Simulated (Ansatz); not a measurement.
This was printed by a script on Ansatz's Python interface, for a test of the smearing width of Ge, space group Fmmm. What did the script look like? Use (first run): PBEsol, PAW, the default cutoff (420 eV here), 6×6×6 k-points, cold smearing of 0.5 eV. The script varies width (eV): 0.5, 0.3, 0.2, 0.1.

```yaml
crystal:
  lattice:
    - [0.00000, 2.88574, 5.11566]
    - [2.63050, 0.00000, 5.11566]
    - [2.63050, 2.88574, 0.00000]
  atoms:
    - { symbol: Ge, position: [0.78187, 0.78187, 0.21813] }
    - { symbol: Ge, position: [0.21813, 0.21813, 0.78187] }
    - { symbol: Ge, position: [0.27351, 0.72649, 0.27351] }
    - { symbol: Ge, position: [0.72649, 0.27351, 0.72649] }
```

```console
$ python smear.py
DeckWarning: basis.ecutwfc = 420 eV, auto-derived from the records' recommended cutoffs: set by Ge (normal level)
  width (eV)   F/atom (eV)    iterations       P (GPa)      k-points
         0.5   -4253.30830             9        -3.410            46
         0.3   -4253.30931             9        -3.319            46
         0.2   -4253.30913             9        -3.317            46
         0.1   -4253.30883             9        -3.340            46
0.5: +0.53 meV/atom  (within 2 meV)
0.3: -0.48 meV/atom  (within 2 meV)
0.2: -0.30 meV/atom  (within 2 meV)
```
(Warnings from the package without file and line.)

The script that was run (others could print the same):

The script, `smear.py`:
```python
"""Smearing width test for Ge."""

import ansatz as az
from ase import Atoms

atoms = Atoms(
    ["Ge", "Ge", "Ge", "Ge"],
    scaled_positions=[
        (0.781867, 0.781867, 0.218133),
        (0.218133, 0.218133, 0.781867),
        (0.27351, 0.72649, 0.27351),
        (0.72649, 0.27351, 0.72649),
    ],
    cell=[
        (0.0, 2.88574, 5.115665),
        (2.630497, 0.0, 5.115665),
        (2.630497, 2.88574, 0.0),
    ],
    pbc=True,
)
crystal = az.Crystal.from_ase(atoms)

calculation = crystal.calculation().functional("PBEsol").kpoints(6).scf(tolerance=1e-10).stress()

rows = []
for value in [0.5, 0.3, 0.2, 0.1]:
    data = calculation.occupations("cold", width=value).run(threads=1, pin="off").report
    rows.append((value, data["free_energy_ev"] / len(data["lattice"]["sites"]), data["n_iterations"], sum(data["stress_gpa"][i][i] for i in range(3)) / 3, data["n_kpoints"]))

print("  width (eV)   F/atom (eV)    iterations       P (GPa)      k-points")
for row in rows:
    print(f"{str(row[0]):>12s}  {row[1]:12.5f}  {row[2]:12d}  {row[3]:12.3f}  {row[4]:12d}")

# the last row is the reference
for row in rows[:-1]:
    shift = 1000 * (row[1] - rows[-1][1])
    print(f"{row[0]}: {shift:+.2f} meV/atom" + ("  (within 2 meV)" if abs(shift) < 2 else ""))
```

Going from 0.1 to 0.5 eV changes F by +0.5 meV an atom. This scheme is built to cancel the term in the square of the width, so the shifts stay small and are partly the mesh's error. The pressure moves from -3.34 to -3.41 GPa.

Notes:
- The mesh is modest for a metal, so energies can be off by several to tens of meV an atom and pressures by half a GPa or more; differences at equal mesh fare better.
- The narrowest width needs the finest mesh, so the last row is no converged reference.
- Pressure is positive in compression.
- This isn't the structure that Ge takes at ambient conditions.
- Hardware and time: 22 s on 1 thread of Intel(R) Xeon(R) Processor @ 2.30GHz, with other jobs on the host, peak memory 0.57 GiB.
